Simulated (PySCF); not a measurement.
# CH6AsGeN: NMR shifts at several levels of theory

How much do the NMR shifts of CH6AsGeN (`[H]/N=[CH]\[GeH2][AsH2]`) depend on the level of theory, and what does each level cost?

Programs: PySCF 2.14.0, with density-fitted response routines of our own. Each step states its level of theory. These are calculated values for one molecule in the gas phase, unless marked as measured. Atoms count from 0, in the outputs and in this text.

**1. The molecule as given**

10 atoms, charge 0, multiplicity 1; geometry from: GFN2-xTB.

Bonds of the start (Å): N0–C1 1.25, C1–Ge2 2.00, Ge2–As3 2.40, N0–H4 1.02, C1–H5 1.09, Ge2–H6 1.52, Ge2–H7 1.53, As3–H8 1.50, As3–H9 1.50.

**2. Optimising the geometry at PBE0-D3(BJ)/def2-SVP**

What the job is given:

```
{"job": {"xc": "PBE0", "basis": "def2-SVP", "d3": "d3bj", "grid": 1, "kind": "geom"}, "charge": 0, "multiplicity": 1}
N     -1.793607     1.496867    -0.114912
C     -1.187893     0.550894     0.434882
Ge     0.021599    -0.789922    -0.418052
As     2.355821    -0.696735     0.117114
H     -1.651727     1.570075    -1.123850
H     -1.328572     0.465835     1.511694
H     -0.553801    -2.163451    -0.102958
H     -0.224687    -0.655053    -1.917780
H      2.341458     0.802482     0.011796
H      2.030293    -0.576337     1.579539
```

What it wrote:

```text
step   0  E = -4408.06557227  max force = 0.018936
step   1  E = -4408.06925802  max force = 0.003007
step   2  E = -4408.06941758  max force = 0.001701
step   3  E = -4408.06944862  max force = 0.001534
step   4  E = -4408.06948106  max force = 0.000300
step   5  E = -4408.06948303  max force = 0.000332
optimisation converged
```

It took 44 s on 1 thread, shared host.

The steps of the relaxation:

```
step  energy from step 0 (eV)  largest force component (eV/Å)
   0                   0.0000                          0.9737
   1                  -0.1003                          0.1546
   2                  -0.1046                          0.0875
   3                  -0.1055                          0.0789
   4                  -0.1064                          0.0154
   5                  -0.1064                          0.0171
```

Distances of close pairs at the start and the end, largest changes first:

```
   bond  before (Å)  after (Å)  change (Å)
Ge2–As3       2.397      2.429      +0.033
 C1–Ge2       1.997      1.972      -0.025
 As3–H9       1.503      1.527      +0.024
 As3–H8       1.503      1.526      +0.023
 Ge2–H6       1.522      1.542      +0.020
 Ge2–H7       1.526      1.544      +0.018
  N0–C1       1.251      1.268      +0.018
  C1–H5       1.089      1.107      +0.018
```

The final coordinates are the input of the step that follows.

```
                         at the end point                value
  point group (found at 0.08 Å tolerance)                   C1
rotational constants (GHz, main isotopes)  5.913, 1.213, 1.062
                        dipole moment (D)                 1.17
```

**3. Shielding tensors: PBE0/cc-pVTZ**

What the job is given:

```
{"job": {"kind": "nmr", "xc": "PBE0", "basis": "cc-pVTZ", "pop": true}, "charge": 0, "multiplicity": 1}
N     -1.713815     1.542896    -0.108009
C     -1.139096     0.557377     0.446002
Ge    -0.065047    -0.827828    -0.456859
As     2.288222    -0.677732     0.128001
H     -1.581542     1.527356    -1.127273
H     -1.224974     0.480120     1.546824
H     -0.558796    -2.238087    -0.075020
H     -0.226670    -0.608985    -1.976865
H      2.276169     0.841725    -0.016940
H      1.953559    -0.593237     1.615542
```

Level: GIAO PBE0/cc-pVTZ NMR shielding, non-relativistic, gas phase.

What it wrote:

```text
coarse grid: 39880 points
cycle   1  E = -4408.7408397697  dE = -1.140e+00  |g| = 5.400e-01  |ddm| = 5.671e+00
cycle   2  E = -4408.6879521663  dE =  5.289e-02  |g| = 7.113e-01  |ddm| = 1.432e+00
cycle   3  E = -4408.7769696463  dE = -8.902e-02  |g| = 1.863e-01  |ddm| = 9.816e-01
cycle   4  E = -4408.7841633862  dE = -7.194e-03  |g| = 3.416e-02  |ddm| = 2.447e-01
cycle   5  E = -4408.7843765803  dE = -2.132e-04  |g| = 9.344e-03  |ddm| = 5.328e-02
cycle   6  E = -4408.7843978452  dE = -2.126e-05  |g| = 2.065e-03  |ddm| = 1.727e-02
cycle   7  E = -4408.7843989763  dE = -1.131e-06  |g| = 5.072e-04  |ddm| = 3.510e-03
final grid: 80544 points
cycle   8  E = -4408.7844058558  dE = -2.500e-09  |g| = 6.388e-04  |ddm| = 2.967e-03
cycle   9  E = -4408.7844057585  dE =  9.726e-08  |g| = 9.212e-04  |ddm| = 2.169e-03
cycle  10  E = -4408.7844059408  dE = -1.823e-07  |g| = 1.440e-04  |ddm| = 1.329e-03
cycle  11  E = -4408.7844059454  dE = -4.608e-09  |g| = 1.204e-05  |ddm| = 1.738e-04
cycle  12  E = -4408.7844059455  dE = -4.184e-11  |g| = 4.025e-06  |ddm| = 2.273e-05
converged SCF energy = -4408.7844059455

GIAO shielding tensors (ppm)
atom      isotropic    diamagn.    paramagn.     s11        s22        s33       span
  0 N     -155.151     328.438    -483.589   -565.059   -115.793    215.398    780.458
  1 C       -3.888     248.454    -252.342   -127.453     -8.965    124.754    252.207
  2 Ge    1578.035    2757.242   -1179.207   1468.968   1597.264   1667.873    198.905
  3 As    1985.445    2874.913    -889.468   1890.115   1970.584   2095.638    205.523
  4 H       19.473      33.829     -14.357      5.745     23.891     28.782     23.037
  5 H       22.030      29.671      -7.641     15.965     21.847     28.279     12.314
  6 H       26.625      28.892      -2.267     21.060     21.574     37.240     16.180
  7 H       27.229      29.722      -2.493     21.476     22.582     37.630     16.153
  8 H       29.321      29.411      -0.090     22.209     24.570     41.184     18.975
  9 H       29.108      29.257      -0.149     22.117     24.295     40.912     18.795
```

Run time: 37 s. Hardware: 1 thread, shared host.

Shifts follow as δ = σ(reference) − σ, with reference shieldings (ppm) from runs at the same level and on the same kind of geometry: 1H TMS 31.29, 13C TMS 187.3, 15N NH3 266.8, 73Ge GeMe4 1415, 75As AsH3 1967. The references are single molecules in the gas phase, so shifts against H2O, NH3, PH3, H3PO4 or CFCl3 are not on the usual liquid scales and can be off by tens of ppm. Shifts against hydride references such as AlH4− lie on their own scale. Atoms listed in one row are averaged.

```
 atoms                              environment  σ (ppm)  δ (ppm)
    C1                               C=N carbon     -3.9    191.2
    H4            hydrogen on an imine nitrogen    19.47    11.82
    H5                 hydrogen on a C=N carbon    22.03     9.26
H6, H7  hydrogen on a germanium bonded to C, As    26.93     4.36
H8, H9      hydrogen on an arsenic bonded to Ge    29.21     2.08
    N0                           imine nitrogen   -155.2    421.9
   Ge2           germanium bonded to C, As, 2 H     1578     -163
   As3                arsenic bonded to Ge, 2 H     1985      -18
```

Charges from the same density, by scheme (e):

```
atoms  Mulliken    IAO  Hirshfeld  ESP fit
   N0     -0.22  -0.39      -0.21    -0.59
   C1     -0.14  -0.18      -0.04     0.10
  Ge2      0.28   0.39       0.25     0.26
  As3     -0.03  -0.02       0.04    -0.15
```

Mayer bond orders: N0–C1 2.06, C1–Ge2 0.98, Ge2–As3 0.98.

**4. NMR shieldings: PBE0/aug-cc-pVDZ**

Same as in step 3 but for these lines:

```diff
@@ -1,2 +1,2 @@
-{"job": {"kind": "nmr", "xc": "PBE0", "basis": "cc-pVTZ", "pop": true}, "charge": 0, "multiplicity": 1}
+{"job": {"kind": "nmr", "xc": "PBE0", "basis": "aug-cc-pVDZ", "pop": true}, "charge": 0, "multiplicity": 1}
 N     -1.713815     1.542896    -0.108009
```

With the program's defaults for keys left out, this is: GIAO PBE0/aug-cc-pVDZ NMR shielding, non-relativistic, gas phase.

What it wrote:

```text
coarse grid: 39880 points
cycle   1  E = -4408.5968480159  dE = -1.118e+00  |g| = 3.347e-01  |ddm| = 6.292e+00
cycle   2  E = -4408.5505777422  dE =  4.627e-02  |g| = 5.550e-01  |ddm| = 1.444e+00
cycle   3  E = -4408.6236620997  dE = -7.308e-02  |g| = 8.542e-02  |ddm| = 8.177e-01
cycle   4  E = -4408.6253025637  dE = -1.640e-03  |g| = 2.567e-02  |ddm| = 1.851e-01
cycle   5  E = -4408.6254682402  dE = -1.657e-04  |g| = 4.357e-03  |ddm| = 5.977e-02
cycle   6  E = -4408.6254735509  dE = -5.311e-06  |g| = 1.927e-03  |ddm| = 1.366e-02
final grid: 80544 points
cycle   7  E = -4408.6255113991  dE =  6.696e-07  |g| = 2.439e-03  |ddm| = 1.093e-02
cycle   8  E = -4408.6255095003  dE =  1.899e-06  |g| = 3.591e-03  |ddm| = 1.242e-02
cycle   9  E = -4408.6255131978  dE = -3.697e-06  |g| = 5.930e-04  |ddm| = 6.939e-03
cycle  10  E = -4408.6255132852  dE = -8.748e-08  |g| = 5.122e-05  |ddm| = 8.663e-04
cycle  11  E = -4408.6255132859  dE = -7.130e-10  |g| = 7.129e-06  |ddm| = 9.592e-05
converged SCF energy = -4408.6255132859

GIAO shielding tensors (ppm)
atom      isotropic    diamagn.    paramagn.     s11        s22        s33       span
  0 N     -121.161     298.763    -419.924   -493.907    -87.528    217.950    711.857
  1 C        7.957     246.394    -238.437   -112.162      1.627    134.406    246.567
  2 Ge    1678.312    2760.118   -1081.806   1559.069   1705.119   1770.748    211.678
  3 As    2026.613    2878.155    -851.542   1947.754   1999.546   2132.540    184.786
  4 H       19.772      31.241     -11.469      6.707     24.049     28.560     21.853
  5 H       21.924      33.391     -11.467     15.915     21.822     28.034     12.118
  6 H       26.516      27.365      -0.849     20.916     21.419     37.213     16.297
  7 H       27.142      29.104      -1.963     21.342     22.459     37.624     16.282
  8 H       29.381      28.743       0.639     22.228     24.668     41.248     19.020
  9 H       29.148      28.656       0.492     22.080     24.420     40.944     18.864
```

Wall time 23 s (1 thread, shared host).

This run: δ C1 187.2, N0 391.0, Ge2 -164, As3 -14, H4 11.62, H5 9.47 ppm.

**5. Nuclear shieldings: PBE0/pcSseg-0**

Same as in step 4 but for these lines:

```diff
@@ -1,2 +1,2 @@
-{"job": {"kind": "nmr", "xc": "PBE0", "basis": "aug-cc-pVDZ", "pop": true}, "charge": 0, "multiplicity": 1}
+{"job": {"kind": "nmr", "xc": "PBE0", "basis": "pcSseg-0", "pop": true}, "charge": 0, "multiplicity": 1}
 N     -1.713815     1.542896    -0.108009
```

Method: GIAO PBE0/pcSseg-0 NMR shielding, non-relativistic, gas phase.

What it wrote:

```text
coarse grid: 39880 points
cycle   1  E = -4403.4582994260  dE = -2.169e+00  |g| = 3.366e-01  |ddm| = 3.227e+00
cycle   2  E = -4403.4194063834  dE =  3.889e-02  |g| = 5.211e-01  |ddm| = 1.081e+00
cycle   3  E = -4403.4837299239  dE = -6.432e-02  |g| = 9.596e-02  |ddm| = 6.625e-01
cycle   4  E = -4403.4857400231  dE = -2.010e-03  |g| = 2.767e-02  |ddm| = 1.351e-01
cycle   5  E = -4403.4859609200  dE = -2.209e-04  |g| = 2.433e-03  |ddm| = 4.815e-02
cycle   6  E = -4403.4859625242  dE = -1.604e-06  |g| = 5.655e-04  |ddm| = 6.307e-03
final grid: 80544 points
cycle   7  E = -4403.4859801977  dE =  1.937e-08  |g| = 7.460e-04  |ddm| = 1.909e-03
cycle   8  E = -4403.4859798682  dE =  3.296e-07  |g| = 1.425e-03  |ddm| = 1.999e-03
cycle   9  E = -4403.4859803382  dE = -4.701e-07  |g| = 1.103e-04  |ddm| = 1.252e-03
cycle  10  E = -4403.4859803419  dE = -3.653e-09  |g| = 1.699e-05  |ddm| = 2.009e-04
cycle  11  E = -4403.4859803420  dE = -8.185e-11  |g| = 3.524e-06  |ddm| = 3.070e-05
converged SCF energy = -4403.4859803420

GIAO shielding tensors (ppm)
atom      isotropic    diamagn.    paramagn.     s11        s22        s33       span
  0 N     -227.319     321.305    -548.624   -751.306   -139.637    208.985    960.291
  1 C        0.097     259.145    -259.048   -126.907     -7.111    134.309    261.216
  2 Ge    1720.870    2746.784   -1025.914   1588.634   1739.713   1834.264    245.630
  3 As    2047.363    2871.158    -823.795   1970.725   2005.554   2165.809    195.084
  4 H       19.614      32.140     -12.526      4.893     25.715     28.234     23.341
  5 H       23.432      29.649      -6.217     17.327     22.973     29.996     12.668
  6 H       27.642      28.552      -0.911     20.937     23.223     38.765     17.829
  7 H       28.316      29.277      -0.961     22.219     24.242     38.488     16.269
  8 H       30.482      28.800       1.682     22.940     25.762     42.744     19.805
  9 H       30.285      28.902       1.383     23.118     25.518     42.220     19.103
```

Wall time 7.3 s (1 thread, shared host).

Key values: δ C1 193.4, N0 493.3, Ge2 -172, As3 -59, H4 13.22, H5 9.40 ppm.

**6. Run by run: NMR shifts**

Shifts (ppm) of some atoms, chosen among heavy atoms and hydrogens apart, means over like atoms, with basis size and wall time:

```
             run     C1     H4    H6    H8     N0   Ge2  As3  functions   time
    PBE0/cc-pVTZ  191.2  11.82  4.36  2.08  421.9  -163  -18        230   37 s
PBE0/aug-cc-pVDZ  187.2  11.62  4.57  2.13  391.0  -164  -14        172   23 s
   PBE0/pcSseg-0  193.4  13.22  4.85  2.45  493.3  -172  -59         80  7.3 s
```

**7. Results**

| quantity | value |
| --- | --- |
| point group | C1 |
| rotational constants (main isotopes) | 5.91, 1.21, 1.06 GHz |
| 13C shifts against TMS (PBE0/cc-pVTZ) | 191.2 ppm |
| 1H shifts against TMS (PBE0/cc-pVTZ, means over atoms taken as alike) | 11.82, 9.26, 4.36, 2.08 ppm |
| 15N shifts against NH3 (PBE0/cc-pVTZ) | 421.9 ppm |
| 73Ge shifts against GeMe4 (PBE0/cc-pVTZ) | -163 ppm |
| 75As shifts against AsH3 (PBE0/cc-pVTZ) | -18 ppm |
| range of the shift of N0 | 391.0 to 493.3 ppm |

**Reading.** Single values in the summary come from the first run of each kind that ended normally (PBE0/cc-pVTZ), which need not be the best level. Over 5 steps the energy fell by 0.106 eV; of the close pairs, Ge2–As3 changed most, 2.397 to 2.429 Å. At PBE0/cc-pVTZ: Shielding is most anisotropic at N0 (span 780 ppm, paramagnetic term -484 ppm). In ppm, N0 moves most: its shift spreads over 102.3 ppm, from 391.0 (PBE0/aug-cc-pVDZ) to 493.3 (PBE0/pcSseg-0). Spin-orbit coupling is left out, which matters for shieldings and couplings at and beside the heavy atoms.
